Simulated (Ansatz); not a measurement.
# TlInH2 (element-swapped structure): how the settings move a relaxation

Aim: see which settings change the result for TlInH2 (element-swapped structure), by how much, and at what cost.

Program: Ansatz 0.2.0. Level of theory: reference: DFT PBE, plane waves, PAW, scalar-relativistic, no spin polarisation. These are calculated values, not measurements.

1 further run of the same task is left out (it didn't finish).

## 1. The system as given

The structure is tetragonal, space group I4/mcm (No. 140). Conventional cell: a = 7.054 Å, b = 7.054 Å, c = 5.963 Å, α = 90.00°, β = 90.00°, γ = 90.00°. Tl (site symmetry 422) has 2 Tl at 2.98 Å and 8 H at 2.99 Å as nearest neighbours. In (site symmetry -42m) has 4 H at 2.34 Å as nearest neighbours. Around H (site symmetry m2m) lie 2 In at 2.34 Å and 4 Tl at 2.99 Å.

Structure file:

```xyz
8
Lattice="-3.5269 3.5269 2.9817 3.5269 -3.5269 2.9817 3.5269 3.5269 -2.9817" Properties=species:S:1:pos:R:3 pbc="T T T"
Tl    0.0000    0.0000    1.4909
Tl    0.0000    0.0000    4.4726
In    0.0000    3.5269    1.4909
In    3.5269    0.0000    1.4909
H     1.2789    4.8057    0.0000
H     2.2480    1.2789    0.0000
H     2.2480   -1.2789    2.9817
H     1.2789    2.2480    2.9817
```

## 2. Reference

input.yaml reads:

```yaml
crystal:
  lattice:
    - [-3.526891, 3.526891, 2.981706]
    - [3.526891, -3.526891, 2.981706]
    - [3.526891, 3.526891, -2.981706]
  atoms:
    - { symbol: Tl, position: [0.25, 0.25, 0.0] }
    - { symbol: Tl, position: [0.75, 0.75, 0.0] }
    - { symbol: In, position: [0.75, 0.25, 0.5] }
    - { symbol: In, position: [0.25, 0.75, 0.5] }
    - { symbol: H, position: [0.6813, 0.1813, 0.8626] }
    - { symbol: H, position: [0.1813, 0.3187, 0.5] }
    - { symbol: H, position: [0.3187, 0.8187, 0.1374] }
    - { symbol: H, position: [0.8187, 0.6813, 0.5] }
  symmetry: { tolerance: 0.0003 }
kpoints:
  mp_grid: { grid: [4, 4, 4], shift: [0, 0, 0] }
magnetization:
  spin_polarized: false
scf:
  occupations: { method: fermi_dirac }
hamiltonian:
  pseudopotentials: { kind: paw }
  xc: pbe
basis:
  ecutwfc: 420
output:
  forces: true
  stress: true
  eigenvalues: true
relax:
  max_steps: 40
  cell: {}
```

Launch:

```sh
> ansatz run input.yaml --threads 1 --pin off --max-ram 2560MiB --backend cpu --events-out ev --progress --plain --runs-dir out
```

## 3. Changed: mp_grid.grid [5, 5, 5], eigensolver.kind davidson

input.yaml, as its differences from that of step 2:

```diff
@@ -16,3 +16,3 @@
 kpoints:
-  mp_grid: { grid: [4, 4, 4], shift: [0, 0, 0] }
+  mp_grid: { grid: [5, 5, 5], shift: [0, 0, 0] }
 magnetization:
@@ -21,2 +21,3 @@
   occupations: { method: fermi_dirac }
+  eigensolver: { kind: davidson }
 hamiltonian:
```

## 4. The same system, input altered

input.yaml, as its differences from that of step 2:

```diff
@@ -22,4 +22,4 @@
 hamiltonian:
-  pseudopotentials: { kind: paw }
-  xc: pbe
+  pseudopotentials: { kind: nc, accuracy: standard }
+  xc: revpbe
 basis:
```

## 6. Changing settings: occupations.method gaussian, occupations.width 0.1, pseudopotentials.source jth

input.yaml, as its differences from that of step 2:

```diff
@@ -20,5 +20,5 @@
 scf:
-  occupations: { method: fermi_dirac }
+  occupations: { method: gaussian, width: 0.1 }
 hamiltonian:
-  pseudopotentials: { kind: paw }
+  pseudopotentials: { kind: paw, source: jth }
   xc: pbe
```

(Steps that only read results are left out.)

**Question.** What will these runs give? Wanted: for each run, ending; energy change; pressure; gap; force.

**Answer**, as computed:

| run | ending | energy change | pressure (GPa) | gap (eV) | force (eV/Å) | cycles | time |
| --- | --- | --- | --- | --- | --- | --- | --- |
| reference | converged | 0 | 0.0 | 0.00 | 0.00 | 60 | 47 s |
| 1: mp_grid.grid [5, 5, 5], eigensolver.kind davidson | converged | -1.2 meV/atom | 0.0 | 0.00 | 0.00 | 60 | 79 s |
| 2: pseudopotentials.kind nc, pseudopotentials.accuracy standard, xc revpbe | not converged | - | - | - | - | 230 | 2.8 min |
| 3: occupations.method gaussian, occupations.width 0.1, pseudopotentials.source jth | converged | not comparable | 0.0 | 0.00 | 0.00 | - | 62 s |

«mp_grid.grid [5, 5, 5], eigensolver.kind davidson» moves the energy by -1.2 meV/atom. Run 3 ran under the cutoff that the potentials recommend, as the log warns, so basis error is mixed into its values, and swamps them where the cutoff is far short. 1 of the 3 altered inputs did not end normally.

The reference is no final answer either: its mesh is coarse for a cell with so small a gap or none.
